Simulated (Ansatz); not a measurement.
# CHGaP (quartet): wave-function methods side by side at a displaced geometry (v1), cc-pVDZ

An exercise on one series of results from a longer session: the logs are not shown, and one member is left open.

Program: Ansatz 0.2.0, Gaussian basis. Level of theory: cc-pVDZ, core rule «outside noble gas», up to 20 orbitals frozen. These are calculated values, not measurements.

The runs, in order: UHF; CCSD(T) on ROHF; CCSD(T) on UHF; BCCD(T) on ROHF; CISD; CCSDT(Q) on ROHF; CCSDT(Q) on UHF.

31 further runs of the same task are left out: 2 for a known fault of the program, 16 that didn't finish, 13 set aside as unsound or not needed.

### What is computed

The geometry is a PBE0/def2-TZVP stationary point (not a proven minimum) with its atoms shifted at random (size 0.040 Å). No spin-orbit coupling is included. The filled d shell of Ga may be among the frozen orbitals whatever the setting's name suggests; the logs give the count.

4 atoms, charge 0, spin multiplicity 4.

Atoms are counted from 1 here; the program's logs count them from 0.

Bond lengths: Ga1–C2 2.018 Å, C2–P3 1.882 Å, P3–H4 1.365 Å. Angles: Ga1–C2–P3 172.1°, C2–P3–H4 97.5°.

Set-up of the first run:

in.yaml reads:

```yaml
crystal:
  periodic: [false, false, false]
  atoms:
    - {symbol: Ga, position_ang: [0.002337, -0.323742, 2.523004]}
    - {symbol: C, position_ang: [0.001505, -0.226510, 0.507344]}
    - {symbol: P, position_ang: [0.049468, -0.388883, -1.366661]}
    - {symbol: H, position_ang: [-0.053310, 0.939135, -1.663686]}
basis:
  gaussian: {orbitals: cc-pVDZ}
magnetization: {spin_polarized: true, initial_magnetization: 3}
hamiltonian: {xc: hf}
output: {orbitals: {seedname: orbitals}}
```

The run is started by

```bash
$ ansatz run in.yaml --threads 1 --pin off --events-out ev --progress --plain --max-ram 2393MiB
```

Among the steps run: UHF; CCSD(T) on ROHF; CCSD(T) on UHF; BCCD(T) on ROHF; CISD; CCSDT(Q) on ROHF; CCSDT(Q) on UHF.

One of the session's tables, all rows but one given; the rest of the session is left out.

```
   method  from UCCSDT(Q) (meV)
     ROHF               +7798.9
      UHF               +7474.1
     RMP2               +1553.4
     UMP2               +1588.7
    RCCSD                +305.7
    UCCSD                +298.2
 RCCSD(T)                 +64.9
 UCCSD(T)                 +65.3
  BCCD(T)                 +62.8
   RCCSDT                     ?
   UCCSDT                 +17.7
RCCSDT(Q)                  +2.3
UCCSDT(Q)                     0
```

Estimate the missing values for RCCSDT.

As computed: from UCCSDT(Q) (meV): +19.3. In the column «from UCCSDT(Q) (meV)» it lies between UCCSDT (+17.7) and BCCD(T) (+62.8).

Not comparable, so not listed: CISD (they don't share determinant, frozen orbitals or solution with the rows shown, or repeat one).

Caveats from the session: Restricted and unrestricted rows rest on different reference determinants; where their highest levels disagree by more than a few hundredths of an eV, they describe different states and don't form one ladder.
